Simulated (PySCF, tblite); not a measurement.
**H₇NSSi₂, a small molecule taken as a stand-in for a surface group (silicon nitride N site): NMR shifts, core binding energies and electronic excitations**

Wanted: the NMR shifts, core binding energies and electronic excitations for `[SiH3]N([SiH3])S`.

Computed with tblite 0.8.0 and PySCF 2.14.0; each step states its level. No surroundings beyond the atoms listed, unless a continuum is named. Atoms count from 0, parts from 1.

### Step 1. Starting point

11 atoms, charge 0, multiplicity 1; geometry: distance geometry start.

### Step 2. Geometry optimisation with GFN2-xTB

What the job is given:

```
{"job": {"kind": "relax", "xc": "GFN2-xTB", "basis": "xTB"}, "charge": 0, "multiplicity": 1}
Si     0.335448    -1.564573     0.660363
N      1.302720    -0.146619     1.228004
Si     0.585918     0.809448     2.599021
S      2.122413     0.799867    -0.028211
H      0.317713    -1.576230    -0.768470
H     -0.989976    -1.487600     1.146735
H      0.950042    -2.765073     1.109358
H      1.036235     2.146140     2.537730
H     -0.820993     0.765234     2.509281
H      1.009914     0.240219     3.849779
H      3.056771     1.761633     0.218908
```

Method: GFN2-xTB geometry optimisation, gas phase.

Command:

```console
$ OMP_NUM_THREADS=1 python cluster_run.py task.json out
```

The driver reads the jobs from task.json and runs them one after another.

**Question.** The jobs that follow are: PBE0-D3(BJ)/def2-SVP geometry optimisation, gas phase; GIAO PBE0/pcSseg-2 NMR shielding, non-relativistic, gas phase; delta-SCF UKS SCAN, pcX-2 on the ionised atom, pcseg-1 elsewhere, spin-free X2C; TDDFT CAM-B3LYP/def2-SVPD, vertical, gas phase, core orbitals frozen in the response. Predict: point group; rotational constants (main isotopes); 1H shifts against TMS (PBE0/pcSseg-2, means over atoms taken as alike); 29Si shifts against TMS (PBE0/pcSseg-2, means over atoms taken as alike); 15N shifts against NH3 (PBE0/pcSseg-2); 33S shifts against CS2 (PBE0/pcSseg-2); surface potential, 1st and 99th percentile; Si2p binding energies, SCAN/pcX-2; N1s binding energies, SCAN/pcX-2; S2p binding energies, SCAN/pcX-2; lowest singlet (CAM-B3LYP/def2-SVPD); brightest single state of those computed; lowest triplet; vertical ionisation energy (ΔSCF).

As calculated:

| quantity | value |
| --- | --- |
| point group | Cs |
| rotational constants (main isotopes) | 3.44, 2.88, 1.65 GHz |
| 1H shifts against TMS (PBE0/pcSseg-2, means over atoms taken as alike) | 5.10, 4.96, 4.77, 4.69 ppm |
| 29Si shifts against TMS (PBE0/pcSseg-2, means over atoms taken as alike) | -37.4 ppm |
| 15N shifts against NH3 (PBE0/pcSseg-2) | -21.2 ppm |
| 33S shifts against CS2 (PBE0/pcSseg-2) | 149 ppm |
| surface potential, 1st and 99th percentile | -0.62 V and 1.28 V |
| Si2p binding energies, SCAN/pcX-2 | Si0 107.42 eV |
| N1s binding energies, SCAN/pcX-2 | N1 404.68 eV |
| S2p binding energies, SCAN/pcX-2 | S3 170.78 eV |
| lowest singlet (CAM-B3LYP/def2-SVPD) | 5.14 eV (241 nm), f = 0.001 |
| brightest single state of those computed | state 6, 7.01 eV, f = 0.046 |
| lowest triplet | 4.51 eV |
| vertical ionisation energy (ΔSCF) | 9.54 eV |

In words: Relaxing lowered the energy by 0.192 eV in 10 steps; the close pair that moved most is Si0–H6, from 1.440 to 1.496 Å (PBE0/def2-SVP). No frequency check was run at this level, so the end point may be a saddle. At PBE0/pcSseg-2: Shielding is most anisotropic at S3 (span 635 ppm, paramagnetic term -699 ppm). At PBE0/pcSseg-2, counted by nearest atom on the grid, the HOMO lies on S3 72 %; H10 9 %, the LUMO on S3 29 %; N1 14 %. The lowest singlet, at 5.14 eV, is HOMO→LUMO 0.85 and is dark; of the 6 states computed, the strongest absorption comes from state 6 at 7.01 eV (the last computed, so partners may be missing). The lowest triplet lies 0.62 eV below the lowest singlet (triplets in Tamm-Dancoff, singlets in full TDDFT). ΔSCF puts the ionisation energy at 9.54 eV, 0.90 eV above −ε(HOMO). In this run the hole sits in HOMO−1, not in the HOMO; unless the two are degenerate, this need not be the first ionisation. A capped cluster stands for the solid here, so long-range fields and strain are missing, and bands or shifts of the capping hydrogens have no counterpart in it.
